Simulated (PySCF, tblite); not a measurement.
# C₆H₆O₂S: a rotation path, then NMR shifts on frames, part 1 of 2

Aim: move C₆H₆O₂S (`CC(=O)Oc1cccs1`) away from its starting geometry and see how NMR shifts follow the geometry.

Programs: tblite 0.8.0 and PySCF 2.14.0, with density-fitted response routines of our own. Each step states its level of theory. These are calculated values for one molecule in the gas phase, unless marked as measured. Atoms are numbered from 0 throughout.

## (1) Starting geometry

15 atoms, charge 0, multiplicity 1; geometry from: GFN2-xTB.

Bonds of the start (Å): C0–C1 1.50, C1–O2 1.20, C1–O3 1.35, O3–C4 1.37, C4–C5 1.36, C5–C6 1.41, C6–C7 1.35, C7–S8 1.72, S8–C4 1.74, C0–H9 1.09, C0–H10 1.09, C0–H11 1.09, C5–H12 1.07, C6–H13 1.07, C7–H14 1.07.

## (2) A band between two rotamers with GFN2-xTB

The job: settings as JSON, then the geometry in Å.

```
{"job": {"kind": "neb", "xc": "GFN2-xTB", "basis": "xTB", "atoms": [5, 4, 3, 1], "turn": 180}, "charge": 0, "multiplicity": 1}
C     -3.090213    -0.135345    -0.008152
C     -1.673697     0.013874    -0.491872
O     -1.336322     0.228287    -1.622341
O     -0.827435    -0.131820     0.549443
C      0.531189    -0.048567     0.417608
C      1.335281     0.177502    -0.654394
C      2.703257     0.173937    -0.292930
C      2.907061    -0.051230     1.026940
S      1.430638    -0.270118     1.887340
H     -3.296111     0.614722     0.752050
H     -3.773098    -0.016543    -0.843464
H     -3.218503    -1.117066     0.442069
H      0.972122     0.339156    -1.651311
H      3.497180     0.334487    -0.999259
H      3.834237    -0.103286     1.560902
```

Level: GFN2-xTB climbing-image nudged elastic band, gas phase.

The run is started by

```console
$ OMP_NUM_THREADS=1 python probes_run.py task.json out
```

This one command runs all jobs of the session in turn.

Log:

```text
image   E - E0 / eV
  0       0.0000
  1       0.0048
  2       0.0223
  3       0.0441
  4       0.0466
  5       0.0281
  6       0.0000
  7      -0.0557
  8      -0.0924
```

Run time: 12 s. Hardware: 1 thread, shared host.

The final band, with the dihedral C5–C4–O3–C1:

| image | dihedral (°) | energy (eV) | energy (kcal/mol) |
| --- | --- | --- | --- |
| 0 | 0 | 0.000 | 0.0 |
| 1 | 24 | 0.005 | 0.1 |
| 2 | 49 | 0.022 | 0.5 |
| 3 | 74 | 0.044 | 1.0 |
| 4 | 98 | 0.047 | 1.1 |
| 5 | 121 | 0.028 | 0.6 |
| 6 | 142 | 0.000 | 0.0 |
| 7 | 163 | -0.056 | -1.3 |
| 8 | 180 | -0.092 | -2.1 |

## (3) Shielding tensors: image 0, PBE0/pcSseg-1

The job: settings as JSON, then the geometry in Å.

```
{"job": {"kind": "nmr", "xc": "PBE0", "basis": "pcSseg-1", "pop": false}, "charge": 0, "multiplicity": 1}
C     -3.090200    -0.135300    -0.008200
C     -1.673700     0.013900    -0.491900
O     -1.336300     0.228300    -1.622300
O     -0.827400    -0.131800     0.549400
C      0.531200    -0.048600     0.417600
C      1.335300     0.177500    -0.654400
C      2.703300     0.173900    -0.292900
C      2.907100    -0.051200     1.026900
S      1.430600    -0.270100     1.887300
H     -3.296100     0.614700     0.752000
H     -3.773100    -0.016500    -0.843500
H     -3.218500    -1.117100     0.442100
H      0.972100     0.339200    -1.651300
H      3.497200     0.334500    -0.999300
H      3.834200    -0.103300     1.560900
```

Level: GIAO PBE0/pcSseg-1 NMR shielding, non-relativistic, gas phase.

Log:

```text
coarse grid: 14032 points
cycle   1  E = -780.0076563989  dE =  1.852e+00  |g| = 9.112e-01  |ddm| = 3.837e+00
cycle   2  E = -779.5905275558  dE =  4.171e-01  |g| = 1.721e+00  |ddm| = 1.820e+00
cycle   3  E = -780.1555360139  dE = -5.650e-01  |g| = 2.960e-01  |ddm| = 1.394e+00
cycle   4  E = -780.1713786379  dE = -1.584e-02  |g| = 8.355e-02  |ddm| = 2.661e-01
cycle   5  E = -780.1724313400  dE = -1.053e-03  |g| = 2.563e-02  |ddm| = 6.164e-02
cycle   6  E = -780.1725659996  dE = -1.347e-04  |g| = 7.338e-03  |ddm| = 2.244e-02
cycle   7  E = -780.1725773828  dE = -1.138e-05  |g| = 3.231e-03  |ddm| = 9.025e-03
cycle   8  E = -780.1725798907  dE = -2.508e-06  |g| = 5.746e-04  |ddm| = 3.207e-03
final grid: 133648 points
cycle   9  E = -780.2495105927  dE = -2.216e-05  |g| = 1.394e-02  |ddm| = 3.703e-02
cycle  10  E = -780.2494531057  dE =  5.749e-05  |g| = 2.184e-02  |ddm| = 2.628e-02
cycle  11  E = -780.2495486516  dE = -9.555e-05  |g| = 2.007e-03  |ddm| = 1.738e-02
cycle  12  E = -780.2495494138  dE = -7.621e-07  |g| = 4.183e-04  |ddm| = 1.524e-03
cycle  13  E = -780.2495494409  dE = -2.718e-08  |g| = 1.881e-04  |ddm| = 4.705e-04
cycle  14  E = -780.2495494476  dE = -6.653e-09  |g| = 6.209e-05  |ddm| = 1.828e-04
cycle  15  E = -780.2495494484  dE = -8.458e-10  |g| = 1.916e-05  |ddm| = 6.435e-05
converged SCF energy = -780.2495494484

GIAO shielding tensors (ppm)
atom      isotropic    diamagn.    paramagn.     s11        s22        s33       span
  0 C      162.653     248.625     -85.972    138.771    155.453    193.736     54.965
  1 C       15.034     249.406    -234.372    -93.820     65.234     73.689    167.509
  2 O     -127.909     404.452    -532.361   -432.562   -224.181    273.015    705.577
  3 O      100.256     404.570    -304.315    -81.176    151.286    230.658    311.834
  4 C       21.910     252.982    -231.072    -45.278     35.488     75.521    120.799
  5 C       68.828     253.598    -184.770      4.938     44.299    157.247    152.309
  6 C       56.847     253.671    -196.824    -27.193     46.673    151.060    178.253
  7 C       65.407     263.919    -198.512    -28.146     76.692    147.674    175.820
  8 S      303.198    1056.719    -753.521    189.171    336.673    383.751    194.580
  9 H       29.313      28.145       1.168     25.476     28.603     33.859      8.382
 10 H       29.735      26.584       3.150     25.383     28.209     35.612     10.230
 11 H       29.308      28.138       1.170     25.478     28.593     33.853      8.376
 12 H       23.660      33.337      -9.678     17.834     25.547     27.598      9.764
 13 H       24.745      30.135      -5.389     21.632     24.650     27.954      6.321
 14 H       25.105      30.509      -5.404     21.912     25.365     28.039      6.127
```

Run time: 93 s. Hardware: 1 thread, shared host.

The references, computed at this level on geometries of the same kind, shield at (ppm): 1H TMS 31.72, 13C TMS 186.9, 17O H2O 336.1, 33S CS2 504. Their shielding less the atom's gives the shift. The references are single molecules in the gas phase, so shifts against H2O, NH3, PH3, H3PO4 or CFCl3 are not on the usual liquid scales and can be off by tens of ppm. Each atom is listed at this fixed geometry, with no averaging over motion; a spectrum would average atoms that exchange fast.

| atoms | environment | σ (ppm) | δ (ppm) |
| --- | --- | --- | --- |
| C1 | ester carbonyl carbon | 15.0 | 171.9 |
| C4 | aromatic carbon bearing oxygen | 21.9 | 165.0 |
| C6 | aromatic CH | 56.8 | 130.1 |
| C7 | aromatic CH next to the ring sulfur | 65.4 | 121.5 |
| C5 | aromatic CH | 68.8 | 118.1 |
| C0 | methyl carbon α to a carbonyl | 162.7 | 24.3 |
| H12 | hydrogen on an aromatic CH | 23.66 | 8.06 |
| H13 | hydrogen on an aromatic CH | 24.75 | 6.97 |
| H14 | hydrogen on an aromatic CH next to the ring sulfur | 25.11 | 6.61 |
| H11 | hydrogen on a methyl carbon α to a carbonyl | 29.31 | 2.41 |
| H9 | hydrogen on a methyl carbon α to a carbonyl | 29.31 | 2.40 |
| H10 | hydrogen on a methyl carbon α to a carbonyl | 29.73 | 1.98 |
| O2 | ester carbonyl oxygen | -127.9 | 464.0 |
| O3 | ester alkoxy oxygen | 100.3 | 235.8 |
| S8 | aromatic ring sulfur | 303 | 201 |

Ring of atoms C4, C5, C6, C7, S8: NICS(0) -13.3, NICS(1) -10.5, NICS(1)zz -23.9 ppm (means of both faces).

The fields below are evaluated on a grid from the run's orbitals.

Frontier orbitals at PBE0/pcSseg-1, with the share of their density that lies nearest to each atom:

| orbital | energy (eV) | lies on |
| --- | --- | --- |
| HOMO | -6.67 | C4, C7 about 26 % each; C5, C6 about 12 % each; O3 10 % |
| LUMO | -0.70 | C1, C4 about 16 % each; C7 14 %; S8 14 % |

ELF in a plane through or near 13 of the atoms.

Ten even steps from '0' (0.00) to '9' (1.00):
```
0000000000000000000000000000
0000000000110000000000000000
0000000013553100000000000000
0000000026886300000000000000
0000120037788300000000000000
0002896143616202300000000000
0006999674716127710121000000
0007999468278368820364100000
0003898425372274612455200000
0000134683046285848575520000
0000003516658523587869993000
0000068848675302624389994000
0000399966648416775139991000
0000499951499818648303730000
0000199920499718888500000000
0000036400299304676400000000
0000000000022000111000000000
0000000000000000000000000000
0000000000000000000000000000
0000000000000000000000000000
```
The map spans 13.1 Å across and 8.8 Å up, centred on the molecule. Atoms in the plane (x, y in Å): C0 (3.1, 0.2), C1 (1.7, -0.4), O2 (1.5, -1.5), O3 (0.8, 0.6), C4 (-0.6, 0.4), C5 (-1.3, -0.8), C6 (-2.7, -0.5), C7 (-3.0, 0.8), S8 (-1.6, 1.8), H10 (3.8, -0.5), H12 (-0.8, -1.8), H13 (-3.4, -1.3), H14 (-3.9, 1.3).

log10 of the density (e/Å³) in the same plane.

Values, 10 rows by 14 columns:
```
-4.0 -4.0 -4.0 -4.0 -3.4 -2.9 -3.2 -4.0 -4.0 -4.0 -4.0 -4.0 -4.0 -4.0
-4.0 -4.0 -4.0 -3.2 -2.0 -1.5 -1.8 -2.9 -4.0 -4.0 -4.0 -4.0 -4.0 -4.0
-4.0 -3.6 -2.3 -1.8 -0.8  0.0 -0.5 -1.9 -2.4 -2.8 -2.5 -2.9 -3.9 -4.0
-4.0 -2.8 -1.1 -0.2 -0.1  1.5 -0.1 -0.8 -0.7 -1.6 -1.0 -1.7 -3.0 -4.0
-4.0 -2.8 -1.2  0.1  0.4 -0.3  0.3  0.5  0.6 -0.5  0.2 -0.8 -2.4 -4.0
-4.0 -3.5 -2.1 -0.5  0.8  0.1  0.3 -0.5  0.1  0.3  0.2 -0.1 -1.9 -3.9
-4.0 -3.6 -1.9  0.0  0.0  0.1  0.1 -0.9  0.5  0.0 -0.9 -0.9 -2.3 -4.0
-4.0 -3.9 -2.4 -1.0 -1.3 -1.0 -0.2 -1.0  0.3 -0.3 -2.0 -2.5 -3.5 -4.0
-4.0 -4.0 -3.8 -3.0 -3.0 -2.6 -2.2 -2.4 -1.8 -2.0 -3.4 -4.0 -4.0 -4.0
-4.0 -4.0 -4.0 -4.0 -4.0 -4.0 -3.9 -4.0 -4.0 -4.0 -4.0 -4.0 -4.0 -4.0
```
The map spans 13.1 Å across and 8.8 Å up, centred on the molecule. Atoms in the plane (x, y in Å): C0 (3.1, 0.2), C1 (1.7, -0.4), O2 (1.5, -1.5), O3 (0.8, 0.6), C4 (-0.6, 0.4), C5 (-1.3, -0.8), C6 (-2.7, -0.5), C7 (-3.0, 0.8), S8 (-1.6, 1.8), H10 (3.8, -0.5), H12 (-0.8, -1.8), H13 (-3.4, -1.3), H14 (-3.9, 1.3).

On the surface of density 0.002 e/bohr³ the electrostatic potential runs, from the 1st to the 99th percentile, from -1.39 V near O2 to 1.09 V near H14.

## (4) NMR shieldings: image 2, PBE0/pcSseg-1

The job: settings as JSON, then the geometry in Å.

```
{"job": {"kind": "nmr", "xc": "PBE0", "basis": "pcSseg-1", "pop": false}, "charge": 0, "multiplicity": 1}
C     -3.088500    -0.116600    -0.015400
C     -1.660800    -0.230000    -0.471700
O     -1.278700    -0.608100    -1.540900
O     -0.841900     0.164700     0.533900
C      0.519700     0.100400     0.407200
C      1.344000     0.527400    -0.584300
C      2.705400     0.303700    -0.267600
C      2.880800    -0.284100     0.940400
S      1.388600    -0.597100     1.738400
H     -3.298600     0.914300     0.259300
H     -3.757900    -0.436400    -0.807400
H     -3.232500    -0.735600     0.867400
H      1.001800     0.982800    -1.495200
H      3.517300     0.578400    -0.916400
H      3.797000    -0.555700     1.425000
```

Method: GIAO PBE0/pcSseg-1 NMR shielding, non-relativistic, gas phase.

Log:

```text
coarse grid: 14032 points
cycle   1  E = -780.0051070049  dE =  1.844e+00  |g| = 9.155e-01  |ddm| = 3.829e+00
cycle   2  E = -779.5818030638  dE =  4.233e-01  |g| = 1.735e+00  |ddm| = 1.812e+00
cycle   3  E = -780.1536226162  dE = -5.718e-01  |g| = 2.979e-01  |ddm| = 1.382e+00
cycle   4  E = -780.1697101188  dE = -1.609e-02  |g| = 8.586e-02  |ddm| = 2.701e-01
cycle   5  E = -780.1708323312  dE = -1.122e-03  |g| = 2.643e-02  |ddm| = 6.537e-02
cycle   6  E = -780.1709762324  dE = -1.439e-04  |g| = 8.015e-03  |ddm| = 2.419e-02
cycle   7  E = -780.1709903691  dE = -1.414e-05  |g| = 3.353e-03  |ddm| = 9.746e-03
cycle   8  E = -780.1709930379  dE = -2.669e-06  |g| = 5.786e-04  |ddm| = 3.258e-03
final grid: 133648 points
cycle   9  E = -780.2484116177  dE = -1.722e-05  |g| = 1.474e-02  |ddm| = 2.969e-02
cycle  10  E = -780.2483456934  dE =  6.592e-05  |g| = 2.332e-02  |ddm| = 2.723e-02
cycle  11  E = -780.2484539130  dE = -1.082e-04  |g| = 2.313e-03  |ddm| = 1.797e-02
cycle  12  E = -780.2484548834  dE = -9.704e-07  |g| = 4.807e-04  |ddm| = 1.661e-03
cycle  13  E = -780.2484549213  dE = -3.790e-08  |g| = 1.971e-04  |ddm| = 5.514e-04
cycle  14  E = -780.2484549293  dE = -7.997e-09  |g| = 6.124e-05  |ddm| = 1.981e-04
cycle  15  E = -780.2484549301  dE = -8.415e-10  |g| = 2.011e-05  |ddm| = 6.488e-05
converged SCF energy = -780.2484549301

GIAO shielding tensors (ppm)
atom      isotropic    diamagn.    paramagn.     s11        s22        s33       span
  0 C      163.499     249.123     -85.624    141.622    155.296    193.578     51.955
  1 C       14.187     249.436    -235.249    -98.137     66.954     73.744    171.881
  2 O     -119.241     403.809    -523.050   -420.809   -226.780    289.868    710.677
  3 O      101.229     404.612    -303.383    -59.994    138.445    225.235    285.230
  4 C       23.863     253.438    -229.575    -45.676     40.795     76.468    122.144
  5 C       65.386     253.173    -187.787     -5.131     44.819    156.470    161.601
  6 C       57.520     253.899    -196.379    -26.330     46.042    152.848    179.178
  7 C       62.633     263.819    -201.186    -28.863     70.875    145.887    174.750
  8 S      297.080    1057.063    -759.983    172.956    317.715    400.568    227.612
  9 H       29.309      28.301       1.008     25.808     28.275     33.844      8.036
 10 H       29.735      26.667       3.069     25.512     28.010     35.684     10.171
 11 H       29.327      28.328       0.999     25.128     28.900     33.953      8.825
 12 H       24.776      32.943      -8.167     21.051     24.630     28.647      7.595
 13 H       24.709      29.975      -5.266     21.692     24.558     27.877      6.186
 14 H       25.010      30.545      -5.535     21.884     25.160     27.984      6.100
```

Run time: 71 s. Hardware: 1 thread, shared host.

In short: δ C1 172.7, C4 163.1, C6 129.4, C7 124.3, H13 7.01, H12 6.94 ppm.

(Continued in part 2 of 2.)
